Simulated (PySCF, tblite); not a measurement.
# CH₁₀OS₂Si₃: geometry, infrared bands and NMR shifts

Aim: predict the infrared bands and NMR shifts of CH₁₀OS₂Si₃ (`C[SiH2]O[SiH2]S[SiH2]S`).

Computed with tblite 0.8.0 and PySCF 2.14.0, with density-fitted response routines of our own, on a single molecule in the gas phase. Atoms are numbered from 0 throughout.

## 1. Starting geometry

17 atoms, charge 0, multiplicity 1; geometry from: force field or distance geometry start.

Bonds of the start (Å): C0–Si1 1.85, Si1–O2 1.74, O2–Si3 1.71, Si3–S4 2.15, S4–Si5 2.15, Si5–S6 2.15, C0–H7 1.11, C0–H8 1.12, C0–H9 1.10, Si1–H10 1.48, Si1–H11 1.46, Si3–H12 1.47, Si3–H13 1.47, Si5–H14 1.45, Si5–H15 1.49, S6–H16 1.41.

## 2. Relaxing the molecule with GFN2-xTB

What the job is given:

```
{"job": {"kind": "relax", "xc": "GFN2-xTB", "basis": "xTB"}, "charge": 0, "multiplicity": 1}
C     -3.084000     1.461600    -0.029100
Si    -2.269600    -0.191600    -0.133600
O     -1.420200    -0.598500     1.333700
Si     0.071900    -1.261200     0.818700
S      1.420300     0.401200     0.625500
Si     3.332300    -0.466500     0.142600
S      4.819300     1.083700     0.069600
H     -4.081100     1.320300     0.443600
H     -3.291800     1.827800    -1.062800
H     -2.501700     2.229500     0.493000
H     -1.264800    -0.098800    -1.209800
H     -3.187600    -1.294700    -0.419100
H     -0.067600    -1.849200    -0.516600
H      0.580200    -2.272800     1.759500
H      3.223900    -1.135500    -1.144600
H      3.591600    -1.435000     1.246800
H      4.121900     2.291800    -0.140900
```

Started as:

```sh
$ OMP_NUM_THREADS=1 python probes_run.py task.json out
```

The driver reads the jobs from task.json and runs them one after another.

**Question.** This job is followed by: GFN2-xTB harmonic vibrations, gas phase; GIAO PBE0/pcSseg-1 NMR shielding, non-relativistic, gas phase. Predict these results of the whole session: strongest single infrared mode (GFN2-xTB); zero-point energy (GFN2-xTB); ¹³C shifts against TMS (PBE0/pcSseg-1); ¹H shifts against TMS (PBE0/pcSseg-1, means over atoms taken as alike); ²⁹Si shifts against TMS (PBE0/pcSseg-1); ¹⁷O shifts against H2O (PBE0/pcSseg-1); ³³S shifts against CS2 (PBE0/pcSseg-1).

As calculated:

```
                                                              quantity                             value
                             strongest single infrared mode (GFN2-xTB)             1097 cm⁻¹, 655 km/mol
                                          zero-point energy (GFN2-xTB)                     64.1 kcal/mol
                                ¹³C shifts against TMS (PBE0/pcSseg-1)                           0.4 ppm
¹H shifts against TMS (PBE0/pcSseg-1, means over atoms taken as alike)  5.52, 5.33, 5.26, 0.52, 0.36 ppm
                               ²⁹Si shifts against TMS (PBE0/pcSseg-1)           -15.0, -24.0, -26.3 ppm
                                ¹⁷O shifts against H2O (PBE0/pcSseg-1)                          33.9 ppm
                                ³³S shifts against CS2 (PBE0/pcSseg-1)                    -243, -258 ppm
```

What this shows: Relaxing lowered the energy by 1.152 eV in 212 steps; the close pair that moved most is O2–Si3, from 1.712 to 1.598 Å. All 45 modes are real, so the xTB geometry is a minimum. The strongest single mode, at 1097 cm⁻¹, moves mainly O2. Unscaled tight-binding wavenumbers are off by several per cent, some by more. Its intensities can rank the bands wrongly. At PBE0/pcSseg-1: Shielding is most anisotropic at S6 (span 319 ppm, paramagnetic term -295 ppm).
